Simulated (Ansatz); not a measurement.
Predict the output of the script below (the Ansatz DFT code, driven from Python).

Script `kconv_hfh3.py`:
```python
"""Convergence of HfH3 with the k-point mesh."""

from dataclasses import dataclass

import ansatz
from ase import Atoms


@dataclass(frozen=True)
class Settings:
    functional: str = "lda"
    width_ev: float = 0.1


opts = Settings()


def main() -> None:
    atoms = Atoms(
        ["Hf", "H", "H", "H"],
        scaled_positions=[
            (0.0, 0.0, 0.0),
            (0.0, 0.5, 0.5),
            (0.5, 0.0, 0.5),
            (0.5, 0.5, 0.0),
        ],
        cell=[
            (3.084554, 0.0, 0.0),
            (0.0, 3.084554, 0.0),
            (0.0, 0.0, 3.084554),
        ],
        pbc=True,
    )
    cell = ansatz.Crystal.from_ase(atoms)

    calculation = (
        cell.calculation()
        .functional(opts.functional)
        .occupations(ansatz.OccupationsMethod.FERMI_DIRAC, width=opts.width_ev)
        .forces()
        .stress()
    )

    rows = []
    for value in [(3, 3, 3), (5, 5, 5), (6, 6, 6), (7, 7, 7), (9, 9, 9)]:
        r = calculation.kpoints(*value).run(threads=1, pin="off").report
        rows.append((value, r["free_energy_ev"] / len(r["lattice"]["sites"]), r["n_iterations"], sum(r["stress_gpa"][i][i] for i in range(3)) / 3, max(abs(f) for row in r["forces_ev_ang"] for f in row), r["n_kpoints"]))

    print("        mesh   F/atom (eV)    iterations       P (GPa)  max component (eV/A)      k-points")
    for row in rows:
        print(f"{str(row[0]):>12s}  {row[1]:12.5f}  {row[2]:12d}  {row[3]:12.3f}  {row[4]:20.4f}  {row[5]:12d}")

    # the last row is the reference
    for row in rows[:-1]:
        shift = 1000 * (row[1] - rows[-1][1])
        print(f"{row[0]}: {shift:+.2f} meV/atom" + ("  (within 2 meV)" if abs(shift) < 2 else ""))


if __name__ == "__main__":
    main()
```

`python kconv_hfh3.py` gives:
```text
DeckWarning: basis.ecutwfc = 420 eV, auto-derived from the records' recommended cutoffs: set by Hf (normal level)
        mesh   F/atom (eV)    iterations       P (GPa)  max component (eV/A)      k-points
   (3, 3, 3)   -3881.22804             6        -5.262                0.0000             4
   (5, 5, 5)   -3881.25448             6        -5.711                0.0000            10
   (6, 6, 6)   -3881.25990             6        -6.330                0.0000            20
   (7, 7, 7)   -3881.26850             6        -7.142                0.0000            20
   (9, 9, 9)   -3881.25901             6        -6.589                0.0000            35
(3, 3, 3): +30.96 meV/atom
(5, 5, 5): +4.53 meV/atom
(6, 6, 6): -0.89 meV/atom  (within 2 meV)
(7, 7, 7): -9.49 meV/atom
```
(Warnings from the package without file and line.)

Forces vanish by symmetry here and test nothing. Pressure is positive in compression. A row within the bound is followed by one outside it, so the series isn't shown to be converged. Spin-orbit coupling, which matters for elements this heavy, is left out. At these settings the cell as given stands under about -7 GPa, so it isn't at this functional's equilibrium volume. This cell is a computed structure, which may not be the phase found in nature. Shifts are counted from the finest mesh, which is itself no proven limit. Hardware and time: 3.4 s on 1 thread of Arm Neoverse V2, on a shared host, peak memory 0.36 GiB.
